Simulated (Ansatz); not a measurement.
# triplet C3H8Sn at 6 levels

Aim: a comparison of 6 runs (UHF/STO-3G, UHF/3-21G, UBLYP/def2-SVP, UPBE/def2-SVP, USVWN5/def2-SVP, UMP2/def2-SVP) of triplet C3H8Sn. 

The results are computed with Ansatz 0.2.0.

19 further runs of the same task are left out: 19 set aside as unsound or not needed. Runs told in other sessions of the task aren't counted.

## (1) Starting point

C3H8Sn: 12 atoms, total charge 0, spin state triplet. SMILES of the parent species: `C=C[CH2][SnH3]`. The shape is that of a PBE0-D4/def2-TZVP optimisation. That shape belongs to the parent species and isn't relaxed for this state.

Bond lengths: C1–C2 1.329 Å, C2–C3 1.481 Å, C3–Sn4 2.165 Å, C1–H5 1.086 Å, C1–H6 1.083 Å, C2–H7 1.089 Å, C3–H8 1.092 Å, C3–H9 1.092 Å, Sn4–H10 1.707 Å, Sn4–H11 1.709 Å, Sn4–H12 1.711 Å. Some angles: C1–C2–C3 125.6°, C2–C3–Sn4 110.4°, C1–C2–H7 118.4°, C3–C2–H7 115.9°, C2–C1–H5 121.5°, C2–C1–H6 121.4°, C2–C3–H8 111.9°, C2–C3–H9 111.9°, Sn4–C3–H8 106.6°, Sn4–C3–H9 107.2°.

## (2) The energy at UHF/STO-3G (run 1)

File job.yaml:

```yaml
crystal:
  periodic: [false, false, false]
  atoms:
    - symbol: C
      position_ang: [-0.307500, 2.071300, -0.123900]
    - symbol: C
      position_ang: [-0.369900, 0.952500, 0.590800]
    - symbol: C
      position_ang: [0.654800, -0.116300, 0.612000]
    - symbol: Sn
      position_ang: [0.003100, -1.811000, -0.566700]
    - symbol: H
      position_ang: [0.550100, 2.297900, -0.750200]
    - symbol: H
      position_ang: [-1.111600, 2.796900, -0.106600]
    - symbol: H
      position_ang: [-1.256100, 0.775000, 1.198400]
    - symbol: H
      position_ang: [0.834100, -0.489500, 1.622900]
    - symbol: H
      position_ang: [1.605000, 0.222000, 0.194100]
    - symbol: H
      position_ang: [-0.082800, -1.335700, -2.204000]
    - symbol: H
      position_ang: [-1.543300, -2.305600, -0.033900]
    - symbol: H
      position_ang: [1.100900, -3.112500, -0.399000]
basis:
  gaussian:
    orbitals: STO-3G
magnetization:
  spin_polarized: true
  initial_magnetization: 2
hamiltonian:
  xc: hf
accuracy: high
output:
  orbitals: {seedname: orbitals}
```

Started as:

```
$ ansatz run job.yaml --threads 1 --pin off --max-ram 2610MiB --events-out events.jsonl --progress --plain --runs-dir runs
```

What it wrote:

```text
Warning: RAYON_NUM_THREADS=1 ignored (pool sized by the plan → 1); use --threads N
Functional definition: HF
  name "HF"
  exchange = exact_x
  correlation = 0
1018 factors; integrals over basis functions are off by at most 5.9e-9 eV
mean field evaluation 1: about -165442.8781 eV, gradient 1.2e1 eV
mean field evaluation 2: about -165443.0409 eV, gradient 1.2e1 eV
mean field evaluation 4: about -165445.1706 eV, gradient 2.5e0 eV
mean field evaluation 8: about -165445.3384 eV, gradient 4.3e-4 eV
mean field -165445.33547324 eV, -6080.0039357656 hartree, gradient 1.6e-8 eV, S^2 2.022603; 0 other end points of the search recorded, 0 dependent functions left out
reference -165445.33547324 eV, -6080.0039357656 hartree; 39, 37 occupied and 11, 13 virtual orbitals, 1018 factors
Total energy: -165445.33547324 eV, -6080.0039357656 hartree
```

It took 3.3 s on 1 thread of Arm Neoverse V1, shared host; peak memory 0.17 GiB.

## (3) A single-point energy at UHF/3-21G (run 2)

File molecule.yaml:

```yaml
crystal:
  periodic: [false, false, false]
  atoms:
    - {symbol: C, position_ang: [-0.307500, 2.071300, -0.123900]}
    - {symbol: C, position_ang: [-0.369900, 0.952500, 0.590800]}
    - {symbol: C, position_ang: [0.654800, -0.116300, 0.612000]}
    - {symbol: Sn, position_ang: [0.003100, -1.811000, -0.566700]}
    - {symbol: H, position_ang: [0.550100, 2.297900, -0.750200]}
    - {symbol: H, position_ang: [-1.111600, 2.796900, -0.106600]}
    - {symbol: H, position_ang: [-1.256100, 0.775000, 1.198400]}
    - {symbol: H, position_ang: [0.834100, -0.489500, 1.622900]}
    - {symbol: H, position_ang: [1.605000, 0.222000, 0.194100]}
    - {symbol: H, position_ang: [-0.082800, -1.335700, -2.204000]}
    - {symbol: H, position_ang: [-1.543300, -2.305600, -0.033900]}
    - {symbol: H, position_ang: [1.100900, -3.112500, -0.399000]}
basis:
  gaussian:
    orbitals: 3-21G-spherical.json
magnetization:
  spin_polarized: true
  initial_magnetization: 2
hamiltonian:
  xc: hf
accuracy: high
output: {orbitals: {seedname: orbitals}}
```

The basis set 3-21G is read from a file made from the Basis Set Exchange's data (not shown).

Started as:

```
$ ansatz run molecule.yaml --threads 1 --pin off --max-ram 2610MiB --events-out events.jsonl --progress --plain --runs-dir runs
```

What it wrote:

```text
Warning: RAYON_NUM_THREADS=1 ignored (pool sized by the plan → 1); use --threads N
[... 4 set-up lines as earlier in the session ...]
1697 factors; integrals over basis functions are off by at most 1.1e-8 eV
mean field evaluation 1: about -166358.8981 eV, gradient 1.7e1 eV
mean field evaluation 2: about -166359.3164 eV, gradient 1.7e1 eV
mean field evaluation 4: about -166361.9538 eV, gradient 3.2e0 eV
mean field evaluation 8: about -166362.3118 eV, gradient 6.5e-1 eV
mean field evaluation 16: about -166362.3221 eV, gradient 1.9e-8 eV
mean field -166362.32212219 eV, -6113.7025735586 hartree, gradient 5.6e-8 eV, S^2 2.023077; 0 other end points of the search recorded, 0 dependent functions left out
reference -166362.32212219 eV, -6113.7025735586 hartree; 39, 37 occupied and 35, 37 virtual orbitals, 1697 factors
Total energy: -166362.32212219 eV, -6113.7025735586 hartree
```

Run time: 4.2 s. Hardware: 1 thread of Arm Neoverse V1, shared host; peak memory 0.32 GiB.

Runs 3 to 5 aren't shown in full; the table further down has their settings and results.

## (4) A single-point energy at UMP2/def2-SVP (core potential) (run 6)

File in.yaml:

```yaml
crystal:
  periodic: [false, false, false]
  atoms:
    - {symbol: C, position_ang: [-0.307500, 2.071300, -0.123900]}
    - {symbol: C, position_ang: [-0.369900, 0.952500, 0.590800]}
    - {symbol: C, position_ang: [0.654800, -0.116300, 0.612000]}
    - {symbol: Sn, position_ang: [0.003100, -1.811000, -0.566700]}
    - {symbol: H, position_ang: [0.550100, 2.297900, -0.750200]}
    - {symbol: H, position_ang: [-1.111600, 2.796900, -0.106600]}
    - {symbol: H, position_ang: [-1.256100, 0.775000, 1.198400]}
    - {symbol: H, position_ang: [0.834100, -0.489500, 1.622900]}
    - {symbol: H, position_ang: [1.605000, 0.222000, 0.194100]}
    - {symbol: H, position_ang: [-0.082800, -1.335700, -2.204000]}
    - {symbol: H, position_ang: [-1.543300, -2.305600, -0.033900]}
    - {symbol: H, position_ang: [1.100900, -3.112500, -0.399000]}
basis:
  gaussian: {orbitals: def2-SVP}
magnetization: {spin_polarized: true, initial_magnetization: 2}
correlation: {method: mp2, frozen_orbitals: {C: 1, H: 0, Sn: 4}}
accuracy: high
```

Started as:

```
$ ansatz run in.yaml --threads 1 --pin off --max-ram 2610MiB --events-out events.jsonl --progress --plain --runs-dir runs
```

What it wrote:

```text
Warning: RAYON_NUM_THREADS=1 ignored (pool sized by the plan → 1); use --threads N
[... 4 set-up lines as earlier in the session ...]
2722 factors; integrals over basis functions are off by at most 7.9e-9 eV
mean field evaluation 1: about -9011.8777 eV, gradient 2.1e1 eV
mean field evaluation 2: about -9012.0061 eV, gradient 2.1e1 eV
mean field evaluation 4: about -9015.7328 eV, gradient 3.6e0 eV
mean field evaluation 8: about -9016.1927 eV, gradient 3.3e-1 eV
mean field evaluation 16: about -9016.1951 eV, gradient 2.2e-8 eV
mean field -9016.19510075 eV, -331.3390585560 hartree, gradient 2.3e-8 eV, S^2 2.023807; 0 other end points of the search recorded, 0 dependent functions left out
7 core orbitals not correlated: weight in the atoms' cores, before any rotation towards them, 1.000 or more for the frozen orbitals, at most 0.000 for the correlated occupied ones
reference -9016.19510075 eV, -331.3390585560 hartree; 18, 16 occupied and 83, 85 virtual orbitals, 2722 factors
second order -13.38201596 eV of doubles, -0.00000000 eV of singles
Total energy: -9029.57711671 eV, -331.8308385717 hartree
```

Wall time 12 s (1 thread of Arm Neoverse V1, shared host); peak memory 0.47 GiB.

## (5) Overview of the runs

| run | level | core potential | frozen core orbitals | energy (Eh) | HOMO energy (eV) | ⟨S²⟩ | wall time |
| --- | --- | --- | --- | --- | --- | --- | --- |
| 1 | UHF/STO-3G | none | – | -6080.003936 | -4.16 | 2.023 | 3.3 s |
| 2 | UHF/3-21G | none | – | -6113.702574 | -5.80 | 2.023 | 4.2 s |
| 3 | UBLYP/def2-SVP (core potential) | def2-SVP | – | -332.987143 | -1.52 | 2.004 | 25 s |
| 4 | UPBE/def2-SVP (core potential) | def2-SVP | – | -332.947467 | -1.74 | 2.005 | 21 s |
| 5 | USVWN5/def2-SVP (core potential) | def2-SVP | – | -331.643577 | -1.71 | 2.003 | 13 s |
| 6 | UMP2/def2-SVP (core potential) | def2-SVP | 7 | -331.830839 | – | 2.024 | 12 s |

## (6) Outcome

| quantity | value |
| --- | --- |
| run 6: total energy | -331.83084 Eh |
| run 6: correlation energy (7 core orbitals frozen) | -491.8 mEh |
| run 6: ⟨S²⟩ of the reference determinant | 2.024 |

What this shows: Totals of different functionals can't be ranked against each other. Some runs of one species differ in core potentials or relativity; totals across that change don't compare. In run 1 the basis is minimal, so the values are rough. In runs 1, 2 relativity is left out where basis or elements ask for it. All runs together took 78 s, the longest 25 s.
